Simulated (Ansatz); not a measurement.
**C₃H₁₁HfNO₃: small, medium and large basis sets**

The task here is to estimate one member of a computed series from the others.

Computed with Ansatz 0.2.0, Gaussian basis. Level: one geometry, several basis sets.

The runs, in order: PBE0-D4/def2-SVP; ωB97M-V/def2-SVP; PBE0-D4/def2-QZVPP; ωB97M-V/def2-QZVPP; the functionals' def2-TZVPP values are taken from earlier runs.

## The relaxed structure

An earlier PBE0-D4 in a triple-zeta def2 set relaxation fixed the geometry. Hf takes the def2 core potential; no spin-orbit term is included.

19 atoms, charge 0, spin multiplicity 1.

Atoms are counted from 1 here; the program's logs count them from 0.

Bond lengths: C1–C2 1.522 Å, C1–H9 1.092 Å, C1–H10 1.093 Å, C1–H11 1.092 Å, C2–N3 1.449 Å, C2–H12 1.102 Å, C2–H13 1.098 Å, N3–C4 1.442 Å, N3–Hf5 2.035 Å, C4–H14 1.101 Å, C4–H15 1.098 Å, C4–H16 1.093 Å, Hf5–O6 1.944 Å, Hf5–O7 1.938 Å, Hf5–O8 1.947 Å, O6–H17 0.951 Å, O7–H18 0.951 Å, O8–H19 0.952 Å. Angles: C2–C1–H9 110.3°, C2–C1–H10 110.6°, C2–C1–H11 111.6°, H9–C1–H10 108.4°, H9–C1–H11 108.2°, H10–C1–H11 107.6°, C1–C2–N3 114.4°, C1–C2–H12 109.5°, C1–C2–H13 108.3°, N3–C2–H12 109.7°, N3–C2–H13 108.8°, H12–C2–H13 105.7°, C2–N3–C4 114.2°, C2–N3–Hf5 119.1°, C4–N3–Hf5 126.7°, N3–C4–H14 111.5°, N3–C4–H15 112.8°, N3–C4–H16 110.3° and more.

As a file:

```xyz
19
C3H11HfNO3
C     2.2783    0.1399   -0.8004
C     1.3535   -0.3586    0.3007
N    -0.0326   -0.4995   -0.0987
C    -0.2784   -1.5976   -1.0013
Hf   -1.4166    0.7908    0.6515
O    -0.5795    2.5453    0.6863
O    -2.9744    0.6464   -0.4927
O    -1.8824    0.2896    2.4745
H     1.9464    1.1168   -1.1595
H     3.3018    0.2382   -0.4291
H     2.2997   -0.5470   -1.6491
H     1.7273   -1.3197    0.6889
H     1.4104    0.3448    1.1423
H     0.0424   -2.5562   -0.5658
H     0.2431   -1.4839   -1.9612
H    -1.3452   -1.6743   -1.2247
H    -0.4509    3.4144    1.0509
H    -3.8525    0.8491   -0.7967
H    -1.7903   -0.3385    3.1841
```

Set-up of the first run:

in.yaml reads:

```yaml
crystal:
  periodic: [false, false, false]
  atoms:
    - {symbol: C, position_ang: [2.278262, 0.139947, -0.800449]}
    - {symbol: C, position_ang: [1.353521, -0.358560, 0.300698]}
    - {symbol: N, position_ang: [-0.032609, -0.499503, -0.098712]}
    - {symbol: C, position_ang: [-0.278374, -1.597553, -1.001277]}
    - {symbol: Hf, position_ang: [-1.416623, 0.790782, 0.651516]}
    - {symbol: O, position_ang: [-0.579510, 2.545271, 0.686343]}
    - {symbol: O, position_ang: [-2.974424, 0.646370, -0.492664]}
    - {symbol: O, position_ang: [-1.882422, 0.289620, 2.474508]}
    - {symbol: H, position_ang: [1.946398, 1.116847, -1.159520]}
    - {symbol: H, position_ang: [3.301756, 0.238195, -0.429109]}
    - {symbol: H, position_ang: [2.299705, -0.547000, -1.649090]}
    - {symbol: H, position_ang: [1.727347, -1.319718, 0.688930]}
    - {symbol: H, position_ang: [1.410420, 0.344759, 1.142284]}
    - {symbol: H, position_ang: [0.042378, -2.556188, -0.565810]}
    - {symbol: H, position_ang: [0.243068, -1.483941, -1.961151]}
    - {symbol: H, position_ang: [-1.345222, -1.674265, -1.224717]}
    - {symbol: H, position_ang: [-0.450871, 3.414401, 1.050860]}
    - {symbol: H, position_ang: [-3.852501, 0.849055, -0.796690]}
    - {symbol: H, position_ang: [-1.790279, -0.338519, 3.184069]}
basis:
  gaussian: {orbitals: def2-SVP}
hamiltonian: {xc: pbe0, dispersion: d4}
output: {orbitals: {seedname: orbitals}}
```

Command:

```
$ ansatz run in.yaml --threads 4 --pin off --events-out ev --progress --plain --max-ram 41984MiB --backend cpu
```

Steps of the session up to this table: PBE0-D4 in def2-SVP; ωB97M-V in def2-SVP; PBE0-D4 in def2-QZVPP; ωB97M-V in def2-QZVPP.

One table of the session follows, with a row left open; its other results are not shown here.

It belongs to the step «Density functionals: the series». 

```
functional       basis  HOMO (eV)  LUMO (eV)
   PBE0-D4    def2-SVP      -5.92       0.32
   PBE0-D4  def2-TZVPP          ?          ?
   PBE0-D4  def2-QZVPP      -6.07      -0.20
   ωB97M-V    def2-SVP      -8.17       1.52
   ωB97M-V  def2-TZVPP      -8.30       1.20
   ωB97M-V  def2-QZVPP      -8.34       0.64
```

**Question.** Estimate the row for PBE0-D4, def2-TZVPP.

**Answer.** HOMO (eV): -6.03; LUMO (eV): 0.09. In the column «HOMO (eV)» it lies between PBE0-D4, def2-QZVPP (-6.07) and PBE0-D4, def2-SVP (-5.92).
